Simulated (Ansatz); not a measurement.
**F₃H₃InP: a ladder of functionals and wavefunction methods**

The task here is to estimate one member of a computed series from the others.

Computed with Ansatz 0.2.0, Gaussian basis. Level: functionals in def2-TZVPP, the program's frozen cores in correlated methods.

Levels to be run: LDA (SPW92), PBE-D4, revPBE-D4, BLYP-D4, r2SCAN-D4, B97M-V, PBE0-D4, B3LYP-D4, r2SCANh-D4, r2SCAN0-D4, HSE06-D4, BHLYP-D4, CAM-B3LYP-D4, LC-ωPBE, ωB97X-V, ωB97M-V, B2PLYP, PBE-QIDH; CCSD(T)/def2-SVP; CCSD(T)/def2-TZVPP; MP2/def2-QZVPP; extrapolation to the limit; RPA on PBE.

## The relaxed structure

The geometry comes from an earlier relaxation with PBE0-D4 in a triple-zeta def2 set; it is a stationary point, not always the lowest conformer. In takes the def2 core potential; no spin-orbit term is included.

SMILES `[F][In-]([F])([F])[PH3+]`, 8 atoms, charge 0, spin multiplicity 1.

Atoms are counted from 1 here; the program's logs count them from 0.

Bond lengths: F1–In2 1.945 Å, In2–F3 1.945 Å, In2–F4 1.945 Å, In2–P5 2.685 Å, P5–H6 1.407 Å, P5–H7 1.407 Å, P5–H8 1.407 Å. Angles: F1–In2–F3 117.8°, F1–In2–F4 117.8°, F1–In2–P5 98.9°, F3–In2–F4 117.7°, F3–In2–P5 98.5°, F4–In2–P5 98.8°, In2–P5–H6 117.5°, In2–P5–H7 117.5°, In2–P5–H8 117.3°, H6–P5–H7 100.5°, H6–P5–H8 100.5°, H7–P5–H8 100.5°.

Set-up of the first run:

Contents of in.yaml:

```yaml
crystal:
  periodic: [false, false, false]
  atoms:
    - {symbol: F, position_ang: [-0.413560, -2.238990, 1.290365]}
    - {symbol: In, position_ang: [0.655322, -1.333378, -0.058669]}
    - {symbol: F, position_ang: [2.460187, -0.794506, 0.426712]}
    - {symbol: F, position_ang: [0.309266, -1.758231, -1.924834]}
    - {symbol: P, position_ang: [-0.518423, 1.079690, 0.035615]}
    - {symbol: H, position_ang: [-1.575277, 1.253579, 0.947476]}
    - {symbol: H, position_ang: [-1.118016, 1.556155, -1.144267]}
    - {symbol: H, position_ang: [0.292599, 2.178679, 0.371902]}
basis:
  gaussian: {orbitals: def2-TZVPP}
hamiltonian: {xc: lda}
output: {orbitals: {seedname: orbitals}}
```

Run with:

```sh
> ansatz run in.yaml --threads 4 --pin off --events-out ev --progress --plain --max-ram 10444MiB
```

Steps of the session up to this table: LDA; PBE-D4 (GGA); revPBE-D4 (GGA); BLYP-D4 (GGA); r2SCAN-D4 (meta-GGA); B97M-V (meta-GGA); B3LYP-D4 (hybrid); r2SCANh-D4 (hybrid); r2SCAN0-D4 (hybrid); HSE06-D4 (hybrid); BHLYP-D4 (hybrid); CAM-B3LYP-D4 (range-separated); LC-ωPBE (range-separated); ωB97X-V (range-separated); ωB97M-V (range-separated); B2PLYP (double hybrid); PBE-QIDH (double hybrid).

One of the session's tables, all rows but one given; the rest of the session is left out.

It belongs to the step «Orbital energies across the functionals». 

```
  functional  HOMO (eV)  LUMO (eV)  gap (eV)
 LDA (SPW92)      -8.32      -3.18      5.15
      PBE-D4      -8.11      -2.80      5.31
   revPBE-D4      -8.01      -2.65      5.36
     BLYP-D4      -8.04      -2.80      5.23
   r2SCAN-D4      -8.50      -2.50      6.00
      B97M-V      -8.61      -2.64      5.97
     PBE0-D4      -9.75      -1.85      7.90
    B3LYP-D4      -9.51      -2.22      7.28
  r2SCANh-D4      -9.12      -2.17      6.95
  r2SCAN0-D4     -10.01      -1.67      8.34
    HSE06-D4      -9.35      -2.22      7.13
    BHLYP-D4          ?          ?         ?
CAM-B3LYP-D4     -11.14      -0.92     10.22
     LC-ωPBE     -12.41       0.48     12.90
     ωB97X-V     -12.09       0.31     12.41
     ωB97M-V     -11.99       0.07     12.06
```

Q: Estimate the row for BHLYP-D4 from the others.

Worked estimate for «HOMO (eV)». Against the share of exact exchange, BLYP-D4 (0, -8.04), B3LYP-D4 (0.2, -9.51) give a slope of -7.35 per unit share; at 0.5 the line stands at -11.71.

**Answer.** HOMO (eV): -11.17; LUMO (eV): -0.98; gap (eV): 10.19. In «HOMO (eV)» the line misses by -0.54.
